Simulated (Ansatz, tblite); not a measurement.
# Cis-PtH2(PF3)2 (F₆H₂P₂Pt): a ladder of methods and basis sets

An exercise on one series of results from a longer session: the logs are not shown, and one member is left open.

The runs use Ansatz 0.2.0, Gaussian basis; as each input shows.

Levels to be run: GFN1-xTB, GFN2-xTB, PBE-D4/def2-TZVP, r2SCAN-D4/def2-TZVP, LC-ωPBE/def2-TZVP, LDA/def2-TZVP, HF/def2-TZVP, PBE-D4/def2-SVP, PBE0-D4/def2-SVP, MP2/def2-TZVP, RPA/def2-TZVP.

1 further run of the same task is left out (set aside as unsound or not needed). Runs told in other sessions of the task aren't counted.

## The relaxed structure

The singlet was relaxed beforehand with PBE-D4/def2-SVP.

11 atoms, charge 0, spin multiplicity 1.

Bond lengths: F1–P7 1.599 Å, F2–P7 1.604 Å, F3–P7 1.599 Å, F4–P8 1.604 Å, F5–P8 1.599 Å, F6–P8 1.599 Å, P7–Pt9 2.262 Å, P8–Pt9 2.262 Å, Pt9–H10 1.615 Å, Pt9–H11 1.615 Å. Angles: F1–P7–F2 98.6°, F1–P7–F3 99.1°, F1–P7–Pt9 116.8°, F2–P7–F3 98.6°, F2–P7–Pt9 122.6°, F3–P7–Pt9 116.9°, F4–P8–F5 98.6°, F4–P8–F6 98.6°, F4–P8–Pt9 122.6°, F5–P8–F6 99.1°, F5–P8–Pt9 116.9°, F6–P8–Pt9 116.8°, P7–Pt9–P8 106.1°, P7–Pt9–H10 165.7°, P7–Pt9–H11 88.2°, P8–Pt9–H10 88.2°, P8–Pt9–H11 165.7°, H10–Pt9–H11 77.5°.

Pt takes a core potential in the def2 sets. No spin-orbit coupling is included.

PBE0-D4/def2-TZVP was run before; its log isn't repeated, and its numbers join the tables.

Set-up of the first run:

Tight binding, by tblite at 300 K electronic temperature and without a spin-polarisation term:

```python
tblite.interface.Calculator('GFN1-xTB', numbers, positions, charge=0, uhf=0).singlepoint()
```

Tight binding, by tblite at 300 K electronic temperature and without a spin-polarisation term:

```python
tblite.interface.Calculator('GFN2-xTB', numbers, positions, charge=0, uhf=0).singlepoint()
```

start.molden holds the orbitals of an earlier run on this state, given as this run's starting guess.

Contents of in.yaml:

```yaml
crystal:
  periodic: [false, false, false]
  atoms:
    - {symbol: F, position_ang: [-2.075571, 1.741230, 1.477703]}
    - {symbol: F, position_ang: [-2.578900, -0.207764, 0.118467]}
    - {symbol: F, position_ang: [-2.212750, 1.944458, -0.944534]}
    - {symbol: F, position_ang: [-0.199481, -2.577345, -0.161335]}
    - {symbol: F, position_ang: [1.934809, -2.222526, 0.940601]}
    - {symbol: F, position_ang: [1.768966, -2.048785, -1.482098]}
    - {symbol: P, position_ang: [-1.535168, 1.009475, 0.162178]}
    - {symbol: P, position_ang: [1.015531, -1.530178, -0.170044]}
    - {symbol: Pt, position_ang: [0.701134, 0.702834, 0.010693]}
    - {symbol: H, position_ang: [2.304382, 0.883529, -0.068009]}
    - {symbol: H, position_ang: [0.877038, 2.305062, 0.116379]}
basis:
  gaussian: {orbitals: def2-TZVP, initial_orbitals: start.molden}
hamiltonian: {xc: pbe, dispersion: d4}
scf: {omitted_lower_state_checks: [starts]}
output: {forces: true, orbitals: {seedname: orbitals}}
```

On the command line:

```console
> ansatz run in.yaml --threads 4 --pin off --events-out ev --progress --plain --max-ram 4787MiB
```

Steps of the session up to this table: PBE-D4/def2-TZVP; r2SCAN-D4/def2-TZVP; LC-ωPBE/def2-TZVP; LDA/def2-TZVP; HF/def2-TZVP; PBE-D4/def2-SVP; PBE0-D4/def2-SVP; MP2/def2-TZVP; RPA/def2-TZVP.

One of the session's tables, all rows but one given; the rest of the session is left out.

It belongs to the step «Binding energy». 

```
              level  binding an atom (eV)
       HF/def2-TZVP                 2.345
      LDA/def2-TZVP                 4.631
    PBE-D4/def2-SVP                 3.828
   PBE-D4/def2-TZVP                 3.941
r2SCAN-D4/def2-TZVP                 3.834
   PBE0-D4/def2-SVP                 3.577
  PBE0-D4/def2-TZVP                     ?
  LC-ωPBE/def2-TZVP                 3.752
      MP2/def2-TZVP                 3.879
```

**Question.** Estimate the row for PBE0-D4/def2-TZVP.

**Answer.** binding an atom (eV): 3.730. In the column «binding an atom (eV)» it lies between PBE0-D4/def2-SVP (3.577) and LC-ωPBE/def2-TZVP (3.752).

To keep in mind: Free atoms were run apart at each level; binding is atoms less cluster, divided by the number of atoms, without zero-point or spin-orbit terms.
